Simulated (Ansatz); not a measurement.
**GeCN+ (quintet): the correlation ladder, cc-pVDZ**

The task here is to estimate one member of a computed series from the others.

The runs use Ansatz 0.2.0, Gaussian basis; cc-pVDZ, core rule «outside noble gas», up to 16 orbitals frozen.

The runs, in order: UHF; CCSD(T) on ROHF; CCSD(T) on UHF; BCCD(T) on ROHF; CISD as a restricted active space (open shells left free, so some higher excitations enter); CCSDT(Q) on ROHF; CCSDT(Q) on UHF; CASSCF and MRCISD+Q, 10 electrons in 11 orbitals; CASSCF and NEVPT2, 10 electrons in 11 orbitals.

25 further runs of the same task are left out: 1 for a known fault of the program, 12 that didn't finish, 12 set aside as unsound or not needed. Runs told in other sessions of the task aren't counted.

### The geometry

The geometry is a PBE0/def2-TZVP stationary point (not a proven minimum) of the parent state, kept for this charge and spin. No spin-orbit coupling is included. The filled d shell of Ge may be among the frozen orbitals whatever the setting's name suggests.

3 atoms, charge 1, spin multiplicity 5.

Atoms are counted from 1 here; the program's logs count them from 0.

Bond lengths: C1–Ge2 1.810 Å, Ge2–N3 1.679 Å. Angles: C1–Ge2–N3 180.0°.

The first run:

in.yaml

```yaml
crystal:
  periodic: [false, false, false]
  atoms:
    - {symbol: C, position_ang: [0.000000, 0.000000, 1.766200]}
    - {symbol: Ge, position_ang: [0.000000, 0.000000, -0.043800]}
    - {symbol: N, position_ang: [0.000000, 0.000000, -1.722400]}
basis:
  gaussian: {orbitals: cc-pVDZ}
total_charge: 1
magnetization: {spin_polarized: true, initial_magnetization: 4}
hamiltonian: {xc: hf}
output: {orbitals: {seedname: orbitals}}
```

Started as:

```sh
> ansatz run in.yaml --threads 1 --pin off --events-out ev --progress --plain --max-ram 2393MiB
```

Steps of the session up to this table: UHF; CCSD(T) on ROHF; CCSD(T) on UHF; BCCD(T) on ROHF; CISD as a restricted active space (open shells left free, so some higher excitations enter); CCSDT(Q) on ROHF; CCSDT(Q) on UHF; CASSCF and MRCISD+Q, 10 electrons in 11 orbitals; CASSCF and NEVPT2, 10 electrons in 11 orbitals.

One table of the session follows, with a row left open; its other results are not shown here.

It belongs to the step «Misses and costs». 

```
          method  from RCCSDT(Q) (meV)
            ROHF               +8658.7
             UHF               +7944.6
            RMP2               +1468.3
            UMP2               +2038.1
           RCCSD                +572.9
           UCCSD                +525.2
        RCCSD(T)                +124.9
        UCCSD(T)                +160.4
         BCCD(T)                     ?
          RCCSDT                 +52.0
          UCCSDT                 +53.5
       RCCSDT(Q)                     0
       UCCSDT(Q)                  -9.0
  CASSCF valence               +5153.8
  NEVPT2 valence                +986.5
  MRCISD valence                +424.9
MRCISD+Q valence                 +84.8
```

Estimate the missing values for BCCD(T).

As computed: from RCCSDT(Q) (meV): +137.8. In the column «from RCCSDT(Q) (meV)» it lies between RCCSD(T) (+124.9) and UCCSD(T) (+160.4).

Not comparable, so not listed: CISD as a restricted active space (open shells left free, so some higher excitations enter) (they don't share determinant, frozen orbitals or solution with the rows shown, or repeat one).

To keep in mind: Warnings: spin contamination; large T1 diagnostic. Restricted and unrestricted rows rest on different reference determinants; a gap between their highest levels can come from leftover correlation error, from unlike frozen cores or from another state.
